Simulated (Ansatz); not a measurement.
# MnCuAs: the cost of one run

Computed with Ansatz 0.2.0 (DFT PBE, scalar-relativistic, plane waves, PAW, unless a step's input says otherwise).

3 further runs of the same task are left out: 3 set aside as unsound or not needed.

### 1 The structure to begin with

It takes space group P4/nmm (No. 129, tetragonal). The conventional cell has a = 3.712 Å, b = 3.712 Å, c = 6.392 Å, α = 90.00°, β = 90.00°, γ = 90.00°. Mn (site symmetry 4mm) is surrounded by 5 As at 2.48 to 2.65 Å and 4 Cu at 2.84 Å. Cu (site symmetry -4m2) has 4 As at 2.56 Å and 4 Cu at 2.62 Å and 4 Mn at 2.84 Å as nearest neighbours. As (site symmetry 4mm) has 5 Mn at 2.48 to 2.65 Å and 4 Cu at 2.56 Å as nearest neighbours.

As a file:

```cif
data_structure
_symmetry_space_group_name_H-M 'P4/nmm:1'
_symmetry_Int_Tables_number 129
_cell_length_a 3.7119
_cell_length_b 3.7119
_cell_length_c 6.3922
_cell_angle_alpha 90.000
_cell_angle_beta 90.000
_cell_angle_gamma 90.000
_cell_volume 88.07
loop_
_atom_site_label
_atom_site_type_symbol
_atom_site_symmetry_multiplicity
_atom_site_Wyckoff_symbol
_atom_site_fract_x
_atom_site_fract_y
_atom_site_fract_z
_atom_site_occupancy
Mn1 Mn 2 c 0.00000 0.50000 0.16334 1
Cu1 Cu 2 b 0.00000 0.00000 0.50000 1
As1 As 2 c 0.00000 0.50000 0.77476 1
```

This cell comes from an earlier session at PBE: 14.679 Å³/atom at -0.02 GPa, on a 10×10×6 mesh.

### 2 Antiferromagnetic, in the cell as typed

Input file input.yaml:

```yaml
crystal:
  lattice:
    - [3.7118755995, 0.0, 0.0]
    - [0.0, 3.7118755995, 0.0]
    - [0.0, 0.0, 6.3922220878]
  atoms:
    - { symbol: Mn, position: [0.0, 0.5, 0.1633353954], spin: 3.5 }
    - { symbol: Mn, position: [0.5, 0.0, 0.8366646046], spin: -3.5 }
    - { symbol: Cu, position: [0.0, 0.0, 0.5] }
    - { symbol: Cu, position: [0.5, 0.5, 0.5] }
    - { symbol: As, position: [0.0, 0.5, 0.7747579787] }
    - { symbol: As, position: [0.5, 0.0, 0.2252420213] }
basis:
  ecutwfc: 420
  ecutrho_ratio: 4
kpoints:
  mp_grid: { grid: [10, 10, 6] }
hamiltonian:
  xc: pbe
scf:
  occupations: { method: gaussian, width: 0.05 }
  lower_state_search: "off"
output:
  forces: true
  stress: true
  eigenvalues: true
  populations: true
magnetization:
  spin_polarized: true
```

The run is started by

```bash
> ansatz run input.yaml --threads 4 --pin off --max-ram 10240MiB --backend cpu --events-out ev --progress --plain --runs-dir out
```

What time and memory should one allow on 4 threads of Intel Xeon Platinum 8375C at 2.90GHz (Ice Lake), shared host?

About 44 s, with a peak of 0.99 GiB.
